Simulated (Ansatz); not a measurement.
**C3H8SSi: a ladder of functionals and wavefunction methods**

How much do the methods differ for C3H8SSi? The plan is to run it at one geometry with functionals of several rungs and with coupled cluster, and see how far each lands from CCSD(T) at the basis-set limit for the atomisation energy.

Program: Ansatz 0.2.0, Gaussian basis. Level of theory: functionals in def2-TZVPP, the program's frozen cores in correlated methods. These are calculated values, not measurements.

Plan: PBE-D4, r2SCAN-D4, PBE0-D4, B3LYP-D4, ωB97X-V, ωB97M-V, B2PLYP; CCSD(T)/def2-TZVPP; MP2/def2-QZVPP; extrapolation to the limit.

## Step 1: The geometry

All runs share one geometry, relaxed beforehand with PBE0-D4 in a triple-zeta def2 set.

SMILES `C=C([SiH3])SC`, 13 atoms, charge 0, spin multiplicity 1.

Atoms are counted from 1 here; the program's logs count them from 0.

Bond lengths: C1–C2 1.337 Å, C1–H6 1.084 Å, C1–H7 1.087 Å, C2–Si3 1.870 Å, C2–S4 1.754 Å, Si3–H8 1.485 Å, Si3–H9 1.487 Å, Si3–H10 1.487 Å, S4–C5 1.798 Å, C5–H11 1.090 Å, C5–H12 1.091 Å, C5–H13 1.091 Å. Angles: C2–C1–H6 120.9°, C2–C1–H7 122.2°, H6–C1–H7 116.9°, C1–C2–Si3 119.3°, C1–C2–S4 119.1°, Si3–C2–S4 121.3°, C2–Si3–H8 107.8°, C2–Si3–H9 111.4°, C2–Si3–H10 110.8°, H8–Si3–H9 109.0°, H8–Si3–H10 110.0°, H9–Si3–H10 107.8°, C2–S4–C5 103.4°, S4–C5–H11 111.7°, S4–C5–H12 111.9°, S4–C5–H13 105.6°, H11–C5–H12 110.3°, H11–C5–H13 108.9° and more.

## Step 2: PBE-D4 (GGA)

in.yaml reads:

```yaml
crystal:
  periodic: [false, false, false]
  atoms:
    - {symbol: C, position_ang: [-1.381261, 1.695766, -0.151372]}
    - {symbol: C, position_ang: [-0.654475, 0.576216, -0.074924]}
    - {symbol: Si, position_ang: [0.468656, 0.311624, 1.397043]}
    - {symbol: S, position_ang: [-0.883370, -0.674586, -1.283449]}
    - {symbol: C, position_ang: [0.658329, -1.597934, -1.222535]}
    - {symbol: H, position_ang: [-1.332697, 2.445812, 0.629954]}
    - {symbol: H, position_ang: [-2.055366, 1.892541, -0.980682]}
    - {symbol: H, position_ang: [0.286860, 1.461713, 2.318401]}
    - {symbol: H, position_ang: [1.895779, 0.241094, 0.985604]}
    - {symbol: H, position_ang: [0.133276, -0.958001, 2.095074]}
    - {symbol: H, position_ang: [1.509645, -0.980745, -1.508758]}
    - {symbol: H, position_ang: [0.827872, -2.044017, -0.241164]}
    - {symbol: H, position_ang: [0.547153, -2.404181, -1.948392]}
basis:
  gaussian: {orbitals: def2-TZVPP}
hamiltonian: {xc: pbe, dispersion: d4}
output: {forces: true, orbitals: {seedname: orbitals}}
```

The run is started by

```bash
> ansatz run in.yaml --threads 4 --pin off --events-out ev --progress --plain --max-ram 10444MiB
```

Further steps of the session: r2SCAN-D4 (meta-GGA); PBE0-D4 (hybrid); B3LYP-D4 (hybrid); ωB97X-V (range-separated); ωB97M-V (range-separated); B2PLYP (double hybrid); CCSD(T) in def2-TZVPP; MP2 in def2-QZVPP.

Before running them: what should the planned runs give, taken together? Wanted: atomisation energy, CCSD(T)/CBS; farthest; mean size of error, hybrid; mean size of error, range-separated; gap, smallest and largest; T1 diagnostic; triples share of the correlation energy.

As calculated:

| quantity | value |
| --- | --- |
| atomisation energy, CCSD(T)/CBS | 1127.5 kcal/mol |
| functionals within 5.6 kcal/mol (0.5 %) | r2SCAN-D4, PBE0-D4, B3LYP-D4, ωB97X-V, ωB97M-V |
| farthest | PBE-D4 (+18.7 kcal/mol) |
| mean size of error, hybrid | 2.7 kcal/mol |
| mean size of error, range-separated | 3.9 kcal/mol |
| gap, smallest and largest | 3.73 eV (PBE-D4), 10.14 eV (ωB97X-V) |
| T1 diagnostic | 0.0121 |
| triples share of the correlation energy | 4.4 % |

What this shows: PBE-D4 is off by +18.7 kcal/mol. Double hybrids carry the basis error of their MP2 part in triple zeta, and no dispersion term here, so their miss is partly the set-up's. The reference freezes the cores and leaves out relativity and excitations past (T), so misses under about 5.6 kcal/mol can't be ranked. Hartree-Fock recovers 74 % of the binding; the rest is correlation. Orbital gaps span 3.7 to 10.1 eV; exact exchange widens them. The restricted reference is unstable towards a spin-broken one.
